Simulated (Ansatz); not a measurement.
Working through a phonon calculation by linear response of HfMg3, space group Pm-3m

Program: the Ansatz DFT code, driven from Python.

The script reads `hfmg3.extxyz`:
```text
4
Lattice="4.433376 0.0 0.0 0.0 4.433376 0.0 0.0 0.0 4.433376" Properties=species:S:1:pos:R:3 pbc="T T T"
Mg    2.21668800    2.21668800    0.00000000
Mg    2.21668800    0.00000000    2.21668800
Mg    0.00000000    2.21668800    2.21668800
Hf    0.00000000    0.00000000    0.00000000
```

The cells in order, each with its output:

**Cell 1**
```python
from dataclasses import dataclass
from pathlib import Path

import ansatz as az
import numpy as np
```

**Cell 2**
```python
@dataclass
class Options:
    xc: str = "lda"
    smearing: str = "fermi_dirac"
    kmesh: tuple[int, ...] = (8, 8, 8)
```

**Cell 3**
```python
opts = Options()
```

**Cell 4**
```python
structure = az.Crystal.from_extxyz("hfmg3.extxyz")

job = (
    structure.calculation()
    .functional(opts.xc)
    .basis(35 * az.Ry)
    .occupations(opts.smearing, width=100 * az.meV)
    .kpoints(*opts.kmesh)
    .phonons("dfpt")
)
res = job.run(threads=1, runs_dir="runs")
ph = res.phonons
```

**Cell 5**
```python
print("Gamma modes (1/cm):", " ".join(f"{w:.1f}" for w in ph.gamma_omega_inv_cm))
print("in meV:", " ".join(f"{w * 0.1239842:.2f}" for w in ph.gamma_omega_inv_cm))
```
Output:
```text
Gamma modes (1/cm): 0.0 0.0 0.0 167.4 167.4 167.4 214.7 214.7 214.7 248.3 248.3 248.3
in meV: 0.00 0.00 0.00 20.76 20.76 20.76 26.62 26.62 26.62 30.79 30.79 30.79
```

What to keep in mind:
- The cell isn't relaxed first, so the values belong to this volume.
- Spin-orbit coupling, which matters for elements this heavy, is left out.
- This cell is a computed structure, which may not be the phase found in nature.
- The structure is taken as given; imaginary modes can come from an unrelaxed or unstable start. Phonons of metals also depend on mesh and smearing.
- The whole script took 2.6 min on 1 thread of Arm Neoverse V2, with other jobs on the host, peak memory 1.4 GiB.
